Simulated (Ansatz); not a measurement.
# CH3AlSe: the cost of one run

Computed with Ansatz 0.2.0, driven from Python. Level of theory: CAM-B3LYP/def2-SVP.

## 1. The system

Bond lengths: C1–Al2 1.944 Å, C1–Se3 1.856 Å, Al2–Se3 2.454 Å, C1–H4 1.086 Å, C1–H5 1.117 Å, Al2–H6 1.613 Å. Angles: C1–Al2–Se3 48.2°, C1–Al2–H6 138.4°, Se3–Al2–H6 147.6°, Al2–C1–Se3 80.4°, Al2–C1–H4 114.0°, Al2–C1–H5 116.4°, Se3–C1–H4 114.3°, Se3–C1–H5 118.1°, H4–C1–H5 110.8°, C1–Se3–Al2 51.3°.

The script holds or builds the structure itself.

## 2. The code

run_bde.py

```python
# -*- coding: utf-8 -*-
"""Cost of removing each kind of hydrogen from CH3AlSe, fragments frozen."""

import ansatz as az


def total_energy(molecule, charge=0, unpaired=0):
    calc = (
        molecule.calculation()
        .basis(gaussian="def2-SVP")
        .functional("cam_b3lyp")
    )
    if charge:
        calc = calc.charge(charge)
    if unpaired:
        calc = calc.spin("collinear", total=unpaired)
    return calc.run().report["free_energy_ev"]

GEOMETRY = """
C    -0.18050   -0.24050   -0.70240
Al   -0.03120    0.36720    1.13790
Se    0.44020   -1.80100    0.08870
H    -1.20190   -0.30030   -1.06580
H     0.47650    0.26830   -1.44870
H     0.53900    1.64230    1.94410
"""

def without(molecule, index):
    rest = az.Crystal.molecule()
    for i, site in enumerate(molecule.cartesian_sites):
        if i != index:
            rest = rest.atom(site.symbol, site.position_ang)
    return rest


def main():
    system = az.Crystal.molecule()
    for line in GEOMETRY.strip().splitlines():
        symbol, *xyz = line.split()
        system = system.atom(symbol, [float(v) for v in xyz])

    whole = total_energy(system, 0)
    hydrogen = total_energy(az.Crystal.molecule().atom("H", (0, 0, 0)), 0, 1)
    print(f"E(molecule) = {whole:.5f} eV, E(H) = {hydrogen:.5f} eV")
    for index in [4, 5]:
        radical = total_energy(without(system, index), 0, 1)
        print(f"H{index}: homolysis {(radical + hydrogen - whole):.3f} eV")
        anion = total_energy(without(system, index), -1)
        print(f"H{index}: loss of a proton {(anion - whole):.3f} eV")


if __name__ == "__main__":
    main()
```

## 3. The calls as engine input

The engine receives this input (first run):

```yaml
crystal:
  periodic: [false, false, false]
  atoms:
    - { symbol: C, position_ang: [-0.1805, -0.2405, -0.7024] }
    - { symbol: Al, position_ang: [-0.0312, 0.3672, 1.1379] }
    - { symbol: Se, position_ang: [0.4402, -1.801, 0.0887] }
    - { symbol: H, position_ang: [-1.2019, -0.3003, -1.0658] }
    - { symbol: H, position_ang: [0.4765, 0.2683, -1.4487] }
    - { symbol: H, position_ang: [0.539, 1.6423, 1.9441] }
basis:
  gaussian:
    orbitals: def2-SVP
hamiltonian:
  xc: cam_b3lyp
```

## 4. Running it

On the command line:

```
python run_bde.py
```

**Question.** How long does this script take on 1 thread of Arm Neoverse V1, shared host, and how much memory does it need?

About 26 s, with a peak of 0.28 GiB.
